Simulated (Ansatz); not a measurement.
Runs of Ansatz 0.2.0 on FeAu. The structure is trigonal, space group R-3m (No. 166). Conventional cell: a = 2.823 Å, b = 2.823 Å, c = 13.408 Å, α = 90.00°, β = 90.00°, γ = 120.00°. Au (site symmetry -3m) is surrounded by 6 Fe at 2.77 Å and 6 Au at 2.82 Å. Fe (site symmetry -3m) is surrounded by 6 Au at 2.77 Å and 6 Fe at 2.82 Å. The cell comes from a database or a generator and needn't be the stable form of this composition.

| level | cutoff (eV) | gap on the mesh (eV) | pressure (GPa) | moment (μB) | relaxed volume (Å³/atom) |
| --- | --- | --- | --- | --- | --- |
| PBEsol | 420 | none | 0.0 | 2.85 | (c) |
| r2SCAN | 500 | none | 0.0 | (b) | 15.13 |
| LDA | 420 | none | 0.0 | 2.78 | 14.09 |
| RPBE | 420 | none | 0.0 | 2.97 | 15.81 |
| revPBE | 420 | none | 0.0 | (a) | 15.67 |
| BLYP | 420 | none | 0.0 | 2.89 | 16.30 |

Alike in all rows: task relaxation of cell and atoms; potentials or basis Ansatz PAW; spin collinear, ferromagnetic start; cell relaxed; k mesh 11 × 11 × 11; smearing fermi-dirac 0.05 eV.

Question: Estimate the missing entries.

Answer: (a) 2.96; (b) 3.06; (c) 14.56.

Caveats: the plane-wave basis is chosen anew once the cell has moved, so the energies of steps on either side of that aren't comparable; the PAW data sets come from PBE, with cores solved anew for the run's functional, which leaves a small shift of forces and pressure; the magnetic or orbital state may not be the lowest (some runs).

A k mesh can miss the band edges, and the runs leave out spin-orbit coupling on Au.

A gap of «none» marks a metal or a gap under the smearing width.

Runs at the PBE level aren't shown here.
